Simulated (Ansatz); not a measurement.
# Hf (hcp type): the cost of one run

Program: Ansatz 0.2.0. Level of theory: DFT, LDA, all-electron LAPW, scalar-relativistic. These are calculated values, not measurements.

1 further run of the same task is left out (it didn't finish).

**1. The structure to begin with**

The structure is hexagonal, space group P6_3/mmc (No. 194). Conventional cell: a = 3.119 Å, b = 3.119 Å, c = 4.942 Å, α = 90.00°, β = 90.00°, γ = 120.00°. Around Hf (site symmetry -6m2) lie 12 Hf at 3.06 to 3.12 Å.

As a file:

```
Hf
1.0
    -1.55951    2.70115    0.00000
     0.00000    0.00000    4.94183
     4.67852    2.70115    0.00000
Hf
4
Direct
  0.50000 0.25000 0.16667
  0.00000 0.25000 0.66667
  0.00000 0.75000 0.33333
  0.50000 0.75000 0.83333
```

Atoms are numbered in the order of the input: Hf1, Hf2, Hf3, Hf4.

**2. Bulk in the slab's orientation, LAPW**

File input.yaml:

```yaml
crystal:
  lattice:
    - [-1.5595069756, 2.7011453164, 0.0]
    - [0.0, 0.0, 4.9418267784]
    - [4.6785209266, 2.7011453164, 0.0]
  atoms:
    - { symbol: Hf, position: [0.5, 0.25, 0.166666667] }
    - { symbol: Hf, position: [0.0, 0.25, 0.666666667] }
    - { symbol: Hf, position: [0.0, 0.75, 0.333333333] }
    - { symbol: Hf, position: [0.5, 0.75, 0.833333333] }
kpoints:
  mp_grid: { grid: [12, 8, 7] }
scf:
  occupations: { method: fermi_dirac, width: 0.05 }
hamiltonian:
  xc: lda
  pseudopotentials: { kind: all_electron, lapw: { basis_error: 0.001 } }
output:
  forces: true
  stress: true
  eigenvalues: true
```

Launch:

```sh
$ ansatz run input.yaml --threads 2 --pin off --max-ram 4096MiB --backend cpu --events-out ev --progress --plain --runs-dir out
```

Q: Estimate wall time and peak memory on 2 threads of Arm Neoverse V2, shared host.

About 1.7 min, with a peak of 1.5 GiB.
